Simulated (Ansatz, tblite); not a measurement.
# The cluster ZnSn₁₂+: rung by rung

Aim: run the doublet of the cluster ZnSn₁₂+ at one geometry on many levels, and compare frontier levels, spin and run time.

Method: as each input shows; program: Ansatz 0.2.0, Gaussian basis.

Levels to be run: GFN1-xTB, GFN2-xTB, PBE-D4/def2-TZVP, r2SCAN-D4/def2-TZVP, B97M-V/def2-TZVP, PBE-D4/def2-SVP, PBE0-D4/def2-SVP, MP2/def2-SVP, RPA/def2-SVP.

6 further runs of the same task are left out: 6 set aside as unsound or not needed.

## (1) The geometry

The doublet was relaxed beforehand with PBE-D4/def2-SVP. At that level it is the lowest of the isomers that a small search found.

13 atoms, charge 1, spin multiplicity 2.

Bond lengths: Zn1–Sn2 2.793 Å, Zn1–Sn4 3.063 Å, Zn1–Sn8 3.063 Å, Zn1–Sn11 3.063 Å, Zn1–Sn12 3.063 Å, Zn1–Sn13 3.063 Å, Sn2–Sn3 3.117 Å, Sn2–Sn4 3.093 Å, Sn2–Sn5 3.117 Å, Sn2–Sn6 3.018 Å, Sn2–Sn7 3.118 Å, Sn2–Sn8 3.093 Å, Sn2–Sn9 3.118 Å, Sn2–Sn10 3.118 Å, Sn2–Sn11 3.093 Å, Sn2–Sn12 3.093 Å, Sn2–Sn13 3.093 Å, Sn3–Sn4 3.275 Å and more. Angles: Sn2–Zn1–Sn4 63.6°, Sn2–Zn1–Sn8 63.6°, Sn2–Zn1–Sn11 63.6°, Sn2–Zn1–Sn12 63.6°, Sn2–Zn1–Sn13 63.6°, Sn4–Zn1–Sn8 63.5°, Sn4–Zn1–Sn11 116.8°, Sn4–Zn1–Sn12 116.8°, Sn4–Zn1–Sn13 63.5°, Sn8–Zn1–Sn11 116.8°, Sn8–Zn1–Sn12 63.5°, Sn8–Zn1–Sn13 116.8°, Sn11–Zn1–Sn12 63.5°, Sn11–Zn1–Sn13 63.5°, Sn12–Zn1–Sn13 116.8°, Zn1–Sn2–Sn3 115.9°, Zn1–Sn2–Sn4 62.5°, Zn1–Sn2–Sn5 115.9° and more.

Sn takes a core potential in the def2 sets. No spin-orbit coupling is included. The ion is computed in the gas phase, without counter-ions or solvent.

PBE0-D4/def2-TZVP was run before; its log isn't repeated, and its numbers join the tables.

## (2) GFN1-xTB

Tight binding, by tblite at 300 K electronic temperature and without a spin-polarisation term:

```python
tblite.interface.Calculator('GFN1-xTB', numbers, positions, charge=1, uhf=1).singlepoint()
```

Energy -842.9668 eV; 0.044 s.

## (3) GFN2-xTB

Tight binding, by tblite at 300 K electronic temperature and without a spin-polarisation term:

```python
tblite.interface.Calculator('GFN2-xTB', numbers, positions, charge=1, uhf=1).singlepoint()
```

Energy -708.9905 eV; 0.17 s.

## (4) PBE-D4/def2-TZVP

start.molden holds the orbitals of an earlier run on this state, given as this run's starting guess.

Input file in.yaml:

```yaml
crystal:
  periodic: [false, false, false]
  atoms:
    - {symbol: Zn, position_ang: [0.281539, -1.777703, -2.123298]}
    - {symbol: Sn, position_ang: [-0.001041, 0.005970, 0.007461]}
    - {symbol: Sn, position_ang: [-2.311817, -0.617365, 2.004367]}
    - {symbol: Sn, position_ang: [-0.569141, -2.983959, 0.560127]}
    - {symbol: Sn, position_ang: [0.855083, -1.071239, 2.804392]}
    - {symbol: Sn, position_ang: [-0.306250, 1.933112, 2.309269]}
    - {symbol: Sn, position_ang: [-2.475226, 1.898225, -0.121728]}
    - {symbol: Sn, position_ang: [-2.582125, -1.189197, -1.208434]}
    - {symbol: Sn, position_ang: [0.590437, 2.998787, -0.635885]}
    - {symbol: Sn, position_ang: [2.648641, 1.163815, 1.172632]}
    - {symbol: Sn, position_ang: [2.268628, 0.551528, -2.022120]}
    - {symbol: Sn, position_ang: [-0.827770, 0.995449, -2.804272]}
    - {symbol: Sn, position_ang: [2.429053, -1.907433, 0.057489]}
basis:
  gaussian: {orbitals: def2-TZVP, fitting: {mean_field: def2-universal-jkfit}, initial_orbitals: start.molden}
total_charge: 1
magnetization: {spin_polarized: true, initial_magnetization: 1}
hamiltonian: {xc: pbe, dispersion: d4}
scf: {omitted_lower_state_checks: [starts]}
output: {forces: true, orbitals: {seedname: orbitals}}
```

Launch:

```console
> ansatz run in.yaml --threads 2 --pin off --events-out ev --progress --plain --max-ram 22528MiB --backend cuda --devices 0, --max-vram 18GiB
```

After this run come: r2SCAN-D4/def2-TZVP; B97M-V/def2-TZVP; PBE-D4/def2-SVP; PBE0-D4/def2-SVP; MP2/def2-SVP; RPA/def2-SVP.

**Question.** What will the summary of the whole plan be? Wanted: gap in def2-TZVP, named functionals, smallest and largest; correlation energy, MP2/def2-SVP; ⟨S²⟩ in def2-TZVP, named functionals, smallest and largest; PBE0 total energy, smallest basis above largest.

As calculated:

```
                                                  quantity                                value
 gap in def2-TZVP, named functionals, smallest and largest  0.28 eV (B97M-V), 1.40 eV (PBE0-D4)
                          correlation energy, MP2/def2-SVP                            -48.00 eV
⟨S²⟩ in def2-TZVP, named functionals, smallest and largest                         0.754, 0.768
           PBE0 total energy, smallest basis above largest        8.90 eV (def2-SVP, def2-TZVP)
```

What this shows: Over the named functionals in def2-TZVP the gap runs from 0.28 eV (B97M-V) to 1.40 eV (PBE0-D4); exact exchange widens it. Over the named functionals in def2-TZVP spin contamination reaches 0.02 (r2SCAN-D4), which is small.
